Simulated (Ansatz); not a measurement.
# C2H8GeSi, SMILES [SiH3][CH]1[CH2][GeH2]1: a ladder of methods at one geometry

Computed with Ansatz 0.2.0, Python API.

The cells in order, each with its output:

```python
from pathlib import Path

import ansatz
import numpy as np
```

```python
GEOMETRY = '''
Si   -0.63390    1.18910   -0.98360
C    -0.60400    0.00750    0.42060
C     0.65850   -0.06970    1.09500
Ge    0.45720   -1.61750   -0.07490
H    -1.75300    0.82840   -1.93610
H    -0.96580    2.59070   -0.46450
H     0.62520    1.25830   -1.71450
H    -1.45430   -0.14840    1.05100
H     1.49600    0.62500    0.78850
H     0.62140   -0.31540    2.21250
H     1.39310   -1.53820   -1.21380
H     0.23660   -2.86490    0.85390
'''
```

```python
geometry = ansatz.Crystal.molecule()
for line in GEOMETRY.strip().splitlines():
    symbol, *xyz = line.split()
    geometry = geometry.atom(symbol, [float(v) for v in xyz])
```

```python
model = geometry.calculation().basis(gaussian='def2-SVP')
```

```python
print('functional    E (Ha)        dipole (D)   HOMO (eV)  LUMO (eV)')
for name in ['revpbe', 'r2scan0', 'cam_b3lyp', 'r2scan', 'blyp', 'b3lyp']:
    report = model.functional(name).forces().orbitals().run(threads=1, runs_dir='runs').report
    lines = Path(report['orbitals_path']).read_text().splitlines()
    field_of = lambda key: [line.split('=')[1].strip() for line in lines if line.startswith(key)]
    orbitals = [(27.211386 * float(e), s, float(n)) for e, s, n in zip(field_of('Ene='), field_of('Spin='), field_of('Occup='))]
    homo = max(e for e, _, n in orbitals if n > 0.5)
    lumo = min(e for e, _, n in orbitals if n < 0.5)
    dipole = 4.803205 * np.linalg.norm(report['charge_distribution']['dipole_moment_e_ang'])
    print(f'{name:10s} {report["free_energy_ev"] / 27.211386246:14.6f} {dipole:9.3f} {homo:11.3f} {lumo:10.3f}')
```

    functional    E (Ha)        dipole (D)   HOMO (eV)  LUMO (eV)
    revpbe       -2446.788064     0.991      -5.125     -1.077
    r2scan0      -2446.923687     1.020      -6.305     -0.209
    cam_b3lyp    -2447.101054     0.989      -7.318      0.778
    r2scan       -2446.952548     0.997      -5.396     -0.985
    blyp         -2447.015994     0.931      -4.974     -1.038
    b3lyp        -2447.101980     0.963      -5.928     -0.515

Total energies depend on the basis set; only differences at equal settings carry meaning. The geometry is a force-field or estimated start, not a minimum of this method, and the basis set is short of its limit. A lower total doesn't mark the better method: functionals have no common bound, and MP2 and coupled cluster aren't variational. b3lyp holds the VWN-RPA fit, as in Gaussian; the form of ORCA and Turbomole is b3lyp5. Levels such as HOMO and LUMO are orbital energies: with these approximate functionals they aren't the ionisation energy and electron affinity, and their gap isn't the fundamental gap. It ran for 46 s on 1 thread of Arm Neoverse V1, on a shared host, peak memory 0.41 GiB.
